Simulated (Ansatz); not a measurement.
# GaBH (doublet): geometry optimisation

Aim: relax a generated start of GaBH (doublet) and see which bonds hold.

Method: UKS PBE0/def2-TZVP; program: Ansatz 0.2.0, Gaussian basis.

## (1) The starting structure

3 atoms, charge 0, spin multiplicity 2.

Atoms are counted from 1 here; the program's logs count them from 0.

Bond lengths: B1–Ga2 2.018 Å, Ga2–H3 1.751 Å. Angles: B1–Ga2–H3 180.0°.

The start was built by rule and, where that kept it together, relaxed with GFN2-xTB. Sticks and bond lists go by distance. No spin-orbit coupling is included. 

## (2) The run

in.yaml

```yaml
crystal:
  periodic: [false, false, false]
  atoms:
    - {symbol: B, position_ang: [0.000000, 0.000000, -1.928710]}
    - {symbol: Ga, position_ang: [0.000000, 0.000000, 0.088836]}
    - {symbol: H, position_ang: [0.000000, 0.000000, 1.839874]}
basis:
  gaussian: {orbitals: def2-TZVP}
magnetization: {spin_polarized: true, initial_magnetization: 1}
hamiltonian: {xc: pbe0}
relax: {f_tol: 0.004, max_steps: 80}
```

Command:

```sh
$ ansatz run in.yaml --threads 1 --pin off --events-out ev --progress --plain --max-ram 2176MiB
```

Before running it: what results should come out? Wanted: energy gained; shift from the start; total energy; dipole moment; ⟨S²⟩.

The runs gave:

| quantity | value |
| --- | --- |
| steps | 12 |
| energy gained | 0.205 eV |
| shift from the start (rms) | 0.293 Å |
| total energy | -53057.4957 eV |
| dipole moment | 1.89 D |
| ⟨S²⟩ | 1.347 |

In words: The bonds of the start are those of the end. Ga2–H3 went from 1.751 to 1.579 Å. The determinant is spin-contaminated (excess 0.60). No vibrations were run, so this is a stationary point, not a proven minimum, and this spin need not be the ground state's.
